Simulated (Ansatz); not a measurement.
# CH₄ClFSn: one species, many methods

One table from this session's results is given with a row withheld; the runs are named, their logs left out.

Program: Ansatz 0.2.0, Gaussian basis. Level of theory: functionals in def2-TZVPP, the program's frozen cores in correlated methods. These are calculated values, not measurements.

The runs, in order: LDA (SPW92), PBE-D4, revPBE-D4, BLYP-D4, r2SCAN-D4, B97M-V, PBE0-D4, B3LYP-D4, r2SCANh-D4, r2SCAN0-D4, HSE06-D4, BHLYP-D4, CAM-B3LYP-D4, LC-ωPBE, ωB97X-V, ωB97M-V, B2PLYP, PBE-QIDH; CCSD(T)/def2-SVP; CCSD(T)/def2-TZVPP; MP2/def2-QZVPP; extrapolation to the limit; RPA on PBE.

1 further run of the same task is left out (for a known fault of the program).

## Structure used throughout

All runs share one geometry, relaxed beforehand with PBE0-D4 in a triple-zeta def2 set. Sn takes the def2 core potential; no spin-orbit term is included.

SMILES `[F][SnH2][CH2]Cl`, 8 atoms, charge 0, spin multiplicity 1.

Atoms are counted from 1 here; the program's logs count them from 0.

Bond lengths: F1–Sn2 1.931 Å, Sn2–C3 2.145 Å, Sn2–H5 1.700 Å, Sn2–H6 1.700 Å, C3–Cl4 1.784 Å, C3–H7 1.088 Å, C3–H8 1.088 Å. Angles: F1–Sn2–C3 104.1°, F1–Sn2–H5 105.5°, F1–Sn2–H6 105.5°, C3–Sn2–H5 112.5°, C3–Sn2–H6 112.5°, H5–Sn2–H6 115.6°, Sn2–C3–Cl4 107.9°, Sn2–C3–H7 111.5°, Sn2–C3–H8 111.5°, Cl4–C3–H7 108.2°, Cl4–C3–H8 108.2°, H7–C3–H8 109.5°.

Geometry (Å):

```xyz
8

F    -2.11834    1.04513    0.36463
Sn   -0.30069    0.92523   -0.27477
C     0.32916   -1.04243    0.30158
Cl    2.01201   -1.26229   -0.24675
H    -0.40053    1.10767   -1.96198
H     0.55008    2.14687    0.54605
H    -0.28393   -1.80964   -0.16643
H     0.30445   -1.16764    1.38197
```

The first run:

File in.yaml:

```yaml
crystal:
  periodic: [false, false, false]
  atoms:
    - {symbol: F, position_ang: [-2.118339, 1.045125, 0.364631]}
    - {symbol: Sn, position_ang: [-0.300692, 0.925230, -0.274768]}
    - {symbol: C, position_ang: [0.329159, -1.042426, 0.301581]}
    - {symbol: Cl, position_ang: [2.012009, -1.262292, -0.246747]}
    - {symbol: H, position_ang: [-0.400533, 1.107675, -1.961979]}
    - {symbol: H, position_ang: [0.550078, 2.146871, 0.546046]}
    - {symbol: H, position_ang: [-0.283930, -1.809639, -0.166430]}
    - {symbol: H, position_ang: [0.304447, -1.167644, 1.381965]}
basis:
  gaussian: {orbitals: def2-TZVPP}
hamiltonian: {xc: lda}
output: {orbitals: {seedname: orbitals}}
```

The run is started by

```console
ansatz run in.yaml --threads 4 --pin off --events-out ev --progress --plain --max-ram 10444MiB
```

Steps of the session up to this table: LDA; PBE-D4 (GGA); revPBE-D4 (GGA); BLYP-D4 (GGA); r2SCAN-D4 (meta-GGA); B97M-V (meta-GGA); PBE0-D4 (hybrid); B3LYP-D4 (hybrid); r2SCANh-D4 (hybrid); r2SCAN0-D4 (hybrid); HSE06-D4 (hybrid); BHLYP-D4 (hybrid); CAM-B3LYP-D4 (range-separated); LC-ωPBE (range-separated); ωB97X-V (range-separated); ωB97M-V (range-separated); B2PLYP (double hybrid); PBE-QIDH (double hybrid).

One of the session's tables, all rows but one given; the rest of the session is left out.

It belongs to the step «Frontier levels by functional». 

```
  functional  HOMO (eV)  gap (eV)
 LDA (SPW92)      -6.98      5.10
      PBE-D4      -6.83      5.22
   revPBE-D4      -6.77      5.28
     BLYP-D4      -6.70      5.16
   r2SCAN-D4      -7.12      5.83
      B97M-V          ?         ?
     PBE0-D4      -8.12      7.39
    B3LYP-D4      -7.90      6.89
  r2SCANh-D4      -7.59      6.62
  r2SCAN0-D4      -8.31      7.79
    HSE06-D4      -7.72      6.63
    BHLYP-D4      -9.31      9.36
CAM-B3LYP-D4      -9.47      9.63
     LC-ωPBE     -10.81     12.18
     ωB97X-V     -10.46     11.66
     ωB97M-V     -10.31     11.22
```

**Question.** Estimate the row for B97M-V.

**Answer.** HOMO (eV): -7.21; gap (eV): 5.78. In the column «HOMO (eV)» it lies between r2SCANh-D4 (-7.59) and r2SCAN-D4 (-7.12).
